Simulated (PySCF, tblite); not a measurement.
# C8H12P2: geometry, infrared bands and NMR shifts

Aim: predict the infrared bands and NMR shifts of C8H12P2 (`CPc1ccccc1PC`).

Programs: tblite 0.8.0 and PySCF 2.14.0, with density-fitted response routines of our own. Each step states its level of theory. These are calculated values for one molecule in the gas phase, unless marked as measured. Atoms are numbered from 0 throughout.

### 1 The molecule as given

22 atoms, charge 0, multiplicity 1; geometry from: force field or distance geometry start.

Bonds of the start (Å): C0–P1 1.85, P1–C2 1.86, C2–C3 1.39, C3–C4 1.38, C4–C5 1.37, C5–C6 1.38, C6–C7 1.39, C7–P8 1.83, P8–C9 1.86, C7–C2 1.37, C0–H10 1.09, C0–H11 1.12, C0–H12 1.11, P1–H13 1.46, C3–H14 1.10, C4–H15 1.10, C5–H16 1.09, C6–H17 1.08, P8–H18 1.46, C9–H19 1.12, C9–H20 1.10, C9–H21 1.11.

### 2 Geometry optimisation with GFN2-xTB

Job settings and geometry (Å):

```
{"job": {"kind": "relax", "xc": "GFN2-xTB", "basis": "xTB"}, "charge": 0, "multiplicity": 1}
C     -3.448200    -0.748500    -0.163200
P     -1.835800    -0.896000    -1.067000
C     -0.655600     0.311700    -0.289300
C     -1.244800     1.432100     0.279700
C     -0.410900     2.359500     0.880200
C      0.946500     2.143200     0.845000
C      1.541100     1.044800     0.267600
C      0.702800     0.104800    -0.312400
P      1.457100    -1.375800    -1.087600
C      3.188900    -1.512400    -0.435400
H     -3.880000    -1.737400     0.016000
H     -3.272200    -0.258400     0.824000
H     -4.114700    -0.145700    -0.806500
H     -1.306300    -2.251300    -0.942600
H     -2.337400     1.566900     0.287800
H     -0.821300     3.263200     1.361100
H      1.591100     2.888900     1.312200
H      2.614200     0.922000     0.283700
H      0.712100    -2.549400    -0.654800
H      3.799400    -0.783200    -1.030000
H      3.606100    -2.510000    -0.615100
H      3.157500    -1.249700     0.644900
```

Command:

```
> OMP_NUM_THREADS=1 python probes_run.py task.json out
```

The driver reads the jobs from task.json and runs them one after another.

**Question.** This job is followed by: GFN2-xTB harmonic vibrations, gas phase; GIAO PBE0/pcSseg-1 NMR shielding, non-relativistic, gas phase. What will the session give for the following? strongest single infrared mode (GFN2-xTB); zero-point energy (GFN2-xTB); ¹³C shifts against TMS (PBE0/pcSseg-1, means over atoms taken as alike); ¹H shifts against TMS (PBE0/pcSseg-1, means over atoms taken as alike); ³¹P shifts against H3PO4 (PBE0/pcSseg-1, means over atoms taken as alike).

As calculated:

```
                                                                 quantity                         value
                                strongest single infrared mode (GFN2-xTB)         2217 cm⁻¹, 351 km/mol
                                             zero-point energy (GFN2-xTB)                106.6 kcal/mol
  ¹³C shifts against TMS (PBE0/pcSseg-1, means over atoms taken as alike)  147.0, 132.5, 131.7, 5.3 ppm
   ¹H shifts against TMS (PBE0/pcSseg-1, means over atoms taken as alike)    7.63, 7.59, 4.00, 1.49 ppm
³¹P shifts against H3PO4 (PBE0/pcSseg-1, means over atoms taken as alike)                    -130.6 ppm
```

Over 95 steps the energy fell by 1.263 eV; of the close pairs, P1–H13 changed most, 1.460 to 1.404 Å. All 60 modes are real, so the xTB geometry is a minimum. The strongest single mode, at 2217 cm⁻¹, moves mainly H13 and H18. Unscaled tight-binding wavenumbers are off by several per cent, some by more. Its intensities can rank the bands wrongly. NICS(1)zz of -28 ppm above the planar ring from C2 marks a diatropic (aromatic) ring current.
